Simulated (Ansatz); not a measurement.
# BClH2OSSi: the cost of one run

Computed with Ansatz 0.2.0, Gaussian basis. Level: the settings change from run to run.

## (1) The geometry

An earlier PBE0-D4 in a triple-zeta def2 set relaxation fixed the geometry.

SMILES `ClB1O[SiH2]S1`, 7 atoms, charge 0, spin multiplicity 1.

Atoms are counted from 1 here; the program's logs count them from 0.

Bond lengths: Cl1–B2 1.739 Å, B2–O3 1.368 Å, B2–S5 1.842 Å, O3–Si4 1.684 Å, Si4–S5 2.129 Å, Si4–H6 1.478 Å, Si4–H7 1.478 Å. Angles: Cl1–B2–O3 123.7°, Cl1–B2–S5 126.0°, O3–B2–S5 110.4°, B2–O3–Si4 94.1°, O3–Si4–S5 87.2°, O3–Si4–H6 111.9°, O3–Si4–H7 111.9°, S5–Si4–H6 116.0°, S5–Si4–H7 116.0°, H6–Si4–H7 111.5°, B2–S5–Si4 68.4°.

Coordinates:

```xyz
7

Cl   -1.9347   -1.9855   -0.9721
B    -0.8245   -0.7512   -0.4552
O     0.1804   -0.9654    0.4485
Si    0.7349    0.6233    0.3887
S    -0.8155    1.0013   -1.0212
H     0.6036    1.3032    1.6950
H     2.1171    0.7063   -0.1293
```

## (2) wB97M-V/pcseg-2

Set apart from the defaults: the search for lower states set to off.

in.yaml

```yaml
crystal:
  periodic: [false, false, false]
  atoms:
    - {symbol: Cl, position_ang: [-1.934742, -1.985499, -0.972075]}
    - {symbol: B, position_ang: [-0.824533, -0.751229, -0.455168]}
    - {symbol: O, position_ang: [0.180384, -0.965353, 0.448476]}
    - {symbol: Si, position_ang: [0.734924, 0.623255, 0.388737]}
    - {symbol: S, position_ang: [-0.815505, 1.001292, -1.021207]}
    - {symbol: H, position_ang: [0.603629, 1.303209, 1.694977]}
    - {symbol: H, position_ang: [2.117144, 0.706326, -0.129340]}
basis:
  gaussian: {orbitals: pcseg-2}
hamiltonian: {xc: {name: wB97M-V}}
scf: {lower_state_search: off}
```

Started as:

```console
$ ansatz run in.yaml --threads 2 --pin off --events-out ev --progress --plain --max-ram 4352MiB
```

**Question.** How long does this run take on 2 threads of Arm Neoverse V1, shared host, and how much memory does it need?

About 7 s, with a peak of 0.41 GiB.
